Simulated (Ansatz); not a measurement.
# BrClFGa: one species, many methods

An exercise on one series of results from a longer session: the logs are not shown, and one member is left open.

Program: Ansatz 0.2.0, Gaussian basis. Level of theory: functionals in def2-TZVPP, the program's frozen cores in correlated methods. These are calculated values, not measurements.

Plan: LDA (SPW92), PBE-D4, revPBE-D4, BLYP-D4, r2SCAN-D4, B97M-V, PBE0-D4, B3LYP-D4, r2SCANh-D4, r2SCAN0-D4, HSE06-D4, BHLYP-D4, CAM-B3LYP-D4, LC-ωPBE, ωB97X-V, ωB97M-V, B2PLYP, PBE-QIDH; CCSD(T)/def2-SVP; CCSD(T)/def2-TZVPP; CCSD(T)/def2-QZVPP; extrapolation to the limit; RPA on PBE.

### The geometry

An earlier PBE0-D4 in a triple-zeta def2 set relaxation fixed the geometry.

SMILES `[F][Ga]([Cl])[Br]`, 4 atoms, charge 0, spin multiplicity 1.

Atoms are counted from 1 here; the program's logs count them from 0.

Bond lengths: F1–Ga2 1.735 Å, Ga2–Cl3 2.107 Å, Ga2–Br4 2.246 Å. Angles: F1–Ga2–Cl3 117.5°, F1–Ga2–Br4 118.6°, Cl3–Ga2–Br4 123.8°.

As a file:

```
F    -1.16874   -0.63984    1.23079
Ga   -0.03254   -0.03933    0.06534
Cl    1.99025   -0.57712    0.31011
Br   -0.78897    1.25629   -1.60624
```

The first run:

File in.yaml:

```yaml
crystal:
  periodic: [false, false, false]
  atoms:
    - {symbol: F, position_ang: [-1.168744, -0.639843, 1.230793]}
    - {symbol: Ga, position_ang: [-0.032540, -0.039329, 0.065340]}
    - {symbol: Cl, position_ang: [1.990252, -0.577117, 0.310107]}
    - {symbol: Br, position_ang: [-0.788969, 1.256289, -1.606240]}
basis:
  gaussian: {orbitals: def2-TZVPP}
hamiltonian: {xc: lda}
output: {orbitals: {seedname: orbitals}}
```

On the command line:

```sh
$ ansatz run in.yaml --threads 2 --pin off --events-out ev --progress --plain --max-ram 32768MiB --backend cpu
```

Among the steps run: LDA; PBE-D4 (GGA); revPBE-D4 (GGA); BLYP-D4 (GGA); r2SCAN-D4 (meta-GGA); B97M-V (meta-GGA); B3LYP-D4 (hybrid); r2SCANh-D4 (hybrid); r2SCAN0-D4 (hybrid); HSE06-D4 (hybrid); BHLYP-D4 (hybrid); CAM-B3LYP-D4 (range-separated); LC-ωPBE (range-separated); ωB97X-V (range-separated); ωB97M-V (range-separated); B2PLYP (double hybrid); PBE-QIDH (double hybrid).

One of the session's tables, all rows but one given; the rest of the session is left out.

It belongs to the step «Orbital energies across the functionals». 

| functional | HOMO (eV) | LUMO (eV) | gap (eV) |
| --- | --- | --- | --- |
| LDA (SPW92) | -8.04 | -3.38 | 4.66 |
| PBE-D4 | -7.86 | -3.03 | 4.83 |
| revPBE-D4 | -7.80 | -2.89 | 4.90 |
| BLYP-D4 | -7.68 | -3.01 | 4.67 |
| r2SCAN-D4 | -8.22 | -2.77 | 5.46 |
| B97M-V | -8.28 | -2.81 | 5.47 |
| PBE0-D4 | -9.20 | -2.10 | 7.11 |
| B3LYP-D4 | -8.92 | -2.44 | 6.48 |
| r2SCANh-D4 | ? | ? | ? |
| r2SCAN0-D4 | -9.44 | -1.94 | 7.50 |
| HSE06-D4 | -8.80 | -2.47 | 6.33 |
| BHLYP-D4 | -10.36 | -1.20 | 9.17 |
| CAM-B3LYP-D4 | -10.54 | -1.15 | 9.39 |
| LC-ωPBE | -11.96 | 0.19 | 12.15 |
| ωB97X-V | -11.58 | 0.03 | 11.61 |
| ωB97M-V | -11.43 | -0.14 | 11.29 |

Estimate the missing values for r2SCANh-D4.

Worked estimate for «HOMO (eV)». Against the share of exact exchange, r2SCAN-D4 (0, -8.22), r2SCAN0-D4 (0.25, -9.44) give a slope of -4.88 per unit share; at 0.1 the line stands at -8.71.

As computed: HOMO (eV): -8.71; LUMO (eV): -2.43; gap (eV): 6.28. In «HOMO (eV)» the line misses by 0.00.
